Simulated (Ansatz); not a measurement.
**SbH3S: one species, many methods**

An exercise on one series of results from a longer session: the logs are not shown, and one member is left open.

Method: functionals in def2-TZVPP, the program's frozen cores in correlated methods; program: Ansatz 0.2.0, Gaussian basis.

Plan: LDA (SPW92), PBE-D4, revPBE-D4, BLYP-D4, r2SCAN-D4, B97M-V, PBE0-D4, B3LYP-D4, r2SCANh-D4, r2SCAN0-D4, HSE06-D4, BHLYP-D4, CAM-B3LYP-D4, LC-ωPBE, ωB97X-V, ωB97M-V, B2PLYP, PBE-QIDH; CCSD(T)/def2-SVP; CCSD(T)/def2-TZVPP; MP2/def2-QZVPP; extrapolation to the limit; RPA on PBE.

## The geometry

The geometry comes from an earlier relaxation with PBE0-D4 in a triple-zeta def2 set; it is a stationary point. Sb takes the def2 core potential; no spin-orbit term is included.

SMILES `[SH][SbH2]`, 5 atoms, charge 0, spin multiplicity 1.

Atoms are counted from 1 here; the program's logs count them from 0.

Bond lengths: S1–Sb2 2.426 Å, S1–H3 1.342 Å, Sb2–H4 1.710 Å, Sb2–H5 1.710 Å. Angles: Sb2–S1–H3 93.1°, S1–Sb2–H4 94.5°, S1–Sb2–H5 94.3°, H4–Sb2–H5 90.5°.

Set-up of the first run:

Input file in.yaml:

```yaml
crystal:
  periodic: [false, false, false]
  atoms:
    - {symbol: S, position_ang: [0.495193, -0.808269, 1.178667]}
    - {symbol: Sb, position_ang: [-0.166560, 0.212099, -0.920531]}
    - {symbol: H, position_ang: [0.965916, -1.912349, 0.578253]}
    - {symbol: H, position_ang: [-1.710939, 0.685248, -0.357827]}
    - {symbol: H, position_ang: [0.466390, 1.749572, -0.519962]}
basis:
  gaussian: {orbitals: def2-TZVPP}
hamiltonian: {xc: lda}
output: {orbitals: {seedname: orbitals}}
```

Launch:

```bash
$ ansatz run in.yaml --threads 2 --pin off --events-out ev --progress --plain --max-ram 4352MiB
```

Steps of the session up to this table: LDA; PBE-D4 (GGA); revPBE-D4 (GGA); BLYP-D4 (GGA); r2SCAN-D4 (meta-GGA); B97M-V (meta-GGA); B3LYP-D4 (hybrid); r2SCANh-D4 (hybrid); r2SCAN0-D4 (hybrid); HSE06-D4 (hybrid); BHLYP-D4 (hybrid); CAM-B3LYP-D4 (range-separated); LC-ωPBE (range-separated); ωB97X-V (range-separated); ωB97M-V (range-separated); B2PLYP (double hybrid); PBE-QIDH (double hybrid).

One of the session's tables, all rows but one given; the rest of the session is left out.

It belongs to the step «Frontier levels by functional». 

| functional | HOMO (eV) | gap (eV) |
| --- | --- | --- |
| LDA (SPW92) | -6.16 | 3.97 |
| PBE-D4 | -6.06 | 4.08 |
| revPBE-D4 | -6.02 | 4.12 |
| BLYP-D4 | -5.89 | 4.00 |
| r2SCAN-D4 | -6.34 | 4.57 |
| B97M-V | -6.42 | 4.65 |
| PBE0-D4 | -7.29 | 6.07 |
| B3LYP-D4 | -7.03 | 5.59 |
| r2SCANh-D4 | -6.79 | 5.29 |
| r2SCAN0-D4 | -7.47 | 6.37 |
| HSE06-D4 | ? | ? |
| BHLYP-D4 | -8.35 | 7.93 |
| CAM-B3LYP-D4 | -8.58 | 8.31 |
| LC-ωPBE | -9.99 | 10.81 |
| ωB97X-V | -9.63 | 10.34 |
| ωB97M-V | -9.46 | 9.98 |

**Question.** Estimate the row for HSE06-D4.

As computed: HOMO (eV): -6.89; gap (eV): 5.30. In the column «HOMO (eV)» it lies between B3LYP-D4 (-7.03) and r2SCANh-D4 (-6.79).
